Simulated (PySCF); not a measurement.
# Si3As2H10: electronic excitations

What electronic excitations should Si3As2H10 (`[SiH3][AsH][SiH2][AsH][SiH3]`) show?

Programs: PySCF 2.14.0, with density-fitted response routines of our own. Each step states its level of theory. These are calculated values for one molecule in the gas phase, unless marked as measured. Atoms count from 0, in the outputs and in this text.

**1. The molecule as given**

15 atoms, charge 0, multiplicity 1; geometry from: GFN2-xTB.

Bonds of the start (Å): Si0–As1 2.32, As1–Si2 2.34, Si2–As3 2.34, As3–Si4 2.32, Si0–H5 1.48, Si0–H6 1.47, Si0–H7 1.47, As1–H8 1.51, Si2–H9 1.48, Si2–H10 1.48, As3–H11 1.51, Si4–H12 1.47, Si4–H13 1.48, Si4–H14 1.47.

**2. TDDFT and polarisability: CAM-B3LYP/def2-SVPD**

What the job is given:

```
{"job": {"kind": "uv", "xc": "CAM-B3LYP", "basis": "def2-SVPD", "nstates": 8, "ntriplets": 3}, "charge": 0, "multiplicity": 1}
Si    -2.176852     1.251447     0.011474
As    -1.291988    -0.353335     1.427998
Si    -0.186963    -1.531932    -0.262796
As     1.228137    -0.156614    -1.517970
Si     2.406940     0.641071     0.309465
H     -1.070161     2.091965    -0.487612
H     -3.122057     2.124424     0.719662
H     -2.873046     0.724808    -1.173033
H     -2.518829    -1.226458     1.347690
H      0.539750    -2.659513     0.362027
H     -1.131360    -2.190782    -1.192340
H      2.210336    -1.270081    -1.780621
H      2.913057    -0.393612     1.225136
H      1.510430     1.507082     1.101435
H      3.558194     1.449521    -0.112427
```

Method: TDDFT CAM-B3LYP/def2-SVPD, vertical, gas phase, core orbitals frozen in the response.

The run is started by

```console
$ OMP_NUM_THREADS=1 python probes_run.py task.json out
```

The driver reads the jobs from task.json and runs them one after another.

What will the session give for the following? lowest singlet (CAM-B3LYP/def2-SVPD); brightest single state of those computed; lowest triplet. Wanted: lowest singlet; brightest single state of those computed; lowest triplet.

The runs gave:

| quantity | value |
| --- | --- |
| lowest singlet (CAM-B3LYP/def2-SVPD) | 5.87 eV (211 nm), f = 0.020 |
| brightest single state of those computed | state 5, 6.37 eV, f = 0.153 |
| lowest triplet | 5.35 eV |

The first singlet state (HOMO→LUMO 0.79) lies at 5.87 eV and is weak; of the 8 states computed, the strongest absorption comes from states 5 to 6 together at 6.37 eV. The lowest triplet lies 0.52 eV below the lowest singlet (triplets in Tamm-Dancoff, singlets in full TDDFT).
